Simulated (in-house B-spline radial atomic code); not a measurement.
**La¹³⁺: binding energies from hole states**

Wanted: ΔSCF binding energies of La¹³⁺.

The numbers are computed with in-house B-spline radial atomic code version 1 (Dirac-Hartree-Fock, average of configuration, Fermi nucleus, basis-set limit), except any that are marked as measured or tabulated.

### 1 Starting point

* element: lanthanum (Z = 57)
* charge: +13
* electrons: 44
* configuration: [Kr] 4d8
* Hamiltonian: Dirac-Coulomb
* nucleus: Fermi, rms radius 4.855 fm

Outer shells as boxes (Hund's rule):

[Kr] 4d8
```
[Kr] core
4d [↑↓][↑↓][↑↓][↑ ][↑ ]
```

The boxes draw the filling by Hund's rule, which heavy ions in jj coupling don't follow; these runs average over all states of the configuration.

The run's settings:

```ini
Z = 57
electrons = 44.0
configuration = [Kr] 4d8
hamiltonian = dirac
method = hf
spin_polarised = False
nucleus = fermi
rms_radius = 4.855
mass_number = 139
atomic_mass = 138.906362927
speed_of_light = 137.035999084
```

The reference is known from an earlier run: -8441.155231 hartree in all. Up to eight levels, counted from the top:

```tsv
orbital	occupation	energy (eV)	<r> (bohr)
3p3/2	4	-1393.74	0.2850
3d3/2	4	-1118.30	0.2565
3d5/2	6	-1100.76	0.2602
4s1/2	2	-522.04	0.6424
4p1/2	2	-459.58	0.6586
4p3/2	4	-440.82	0.6808
4d3/2	3.2	-338.98	0.7182
4d5/2	4.8	-335.57	0.7258
```

### 2 The 1s hole

The run's settings:

```ini
Z = 57
electrons = 43.0
configuration = 1s1 2s2 2p6 3s2 3p6 3d10 4s2 4p6 4d8
hamiltonian = dirac
method = hf
spin_polarised = False
nucleus = fermi
rms_radius = 4.855
mass_number = 139
atomic_mass = 138.906362927
speed_of_light = 137.035999084
```

### 3 The 2s hole

Settings: those of step 2 with these lines changed.

```diff
@@ -2,3 +2,3 @@
 electrons = 43.0
-configuration = 1s1 2s2 2p6 3s2 3p6 3d10 4s2 4p6 4d8
+configuration = 1s2 2s1 2p6 3s2 3p6 3d10 4s2 4p6 4d8
 hamiltonian = dirac
```

### 4 The 2p1/2 hole

In configurations, a minus sign after the shell means j = l − 1/2 and a plus sign j = l + 1/2; the count of electrons follows.

Settings: those of step 3 with these lines changed.

```diff
@@ -2,3 +2,3 @@
 electrons = 43.0
-configuration = 1s2 2s1 2p6 3s2 3p6 3d10 4s2 4p6 4d8
+configuration = 1s2 2s2 2p-1 2p+4 3s2 3p6 3d10 4s2 4p6 4d8
 hamiltonian = dirac
```

### 5 The 2p3/2 hole

Settings: those of step 4 with these lines changed.

```diff
@@ -2,3 +2,3 @@
 electrons = 43.0
-configuration = 1s2 2s2 2p-1 2p+4 3s2 3p6 3d10 4s2 4p6 4d8
+configuration = 1s2 2s2 2p-2 2p+3 3s2 3p6 3d10 4s2 4p6 4d8
 hamiltonian = dirac
```

### 6 The 3s hole

Settings: those of step 5 with these lines changed.

```diff
@@ -2,3 +2,3 @@
 electrons = 43.0
-configuration = 1s2 2s2 2p-2 2p+3 3s2 3p6 3d10 4s2 4p6 4d8
+configuration = 1s2 2s2 2p6 3s1 3p6 3d10 4s2 4p6 4d8
 hamiltonian = dirac
```

### 7 The 3p1/2 hole

Settings: those of step 6 with these lines changed.

```diff
@@ -2,3 +2,3 @@
 electrons = 43.0
-configuration = 1s2 2s2 2p6 3s1 3p6 3d10 4s2 4p6 4d8
+configuration = 1s2 2s2 2p6 3s2 3p-1 3p+4 3d10 4s2 4p6 4d8
 hamiltonian = dirac
```

### 8 The 3p3/2 hole

Settings: those of step 7 with these lines changed.

```diff
@@ -2,3 +2,3 @@
 electrons = 43.0
-configuration = 1s2 2s2 2p6 3s2 3p-1 3p+4 3d10 4s2 4p6 4d8
+configuration = 1s2 2s2 2p6 3s2 3p-2 3p+3 3d10 4s2 4p6 4d8
 hamiltonian = dirac
```

**Question.** What does each hole state cost in eV, and how does that compare with the orbital energies or single holes?

**Answer**, as computed:

| hole | ΔSCF (eV) | with Breit, QED, recoil (eV) | −ε of the parent (eV) | −ε less ΔSCF (eV) |
| --- | --- | --- | --- | --- |
| 1s | 39335.4 | 39187.9 | 39397.1 | 61.76 |
| 2s | 6549.68 | 6533.50 | 6579.58 | 29.90 |
| 2p1/2 | 6169.67 | 6153.89 | 6203.31 | 33.64 |
| 2p3/2 | 5756.58 | 5745.72 | 5788.62 | 32.04 |
| 3s | 1626.12 | 1623.19 | 1636.18 | 10.06 |
| 3p1/2 | 1466.17 | 1463.54 | 1476.82 | 10.65 |
| 3p3/2 | 1383.69 | 1382.03 | 1393.74 | 10.05 |

What this shows: Koopmans' values overshoot, as they freeze the orbitals; relaxation lowers the cost by 61.8 eV for 1s and 10.05 eV for 3p3/2. The difference of the 1s and 2p3/2 holes gives a Kα1 line at 33442.1 eV for this charge state (with Breit, QED and recoil). The spin-orbit splitting of the 2p hole is 408.17 eV with those corrections. Values are for the free ion, measured from the vacuum level.
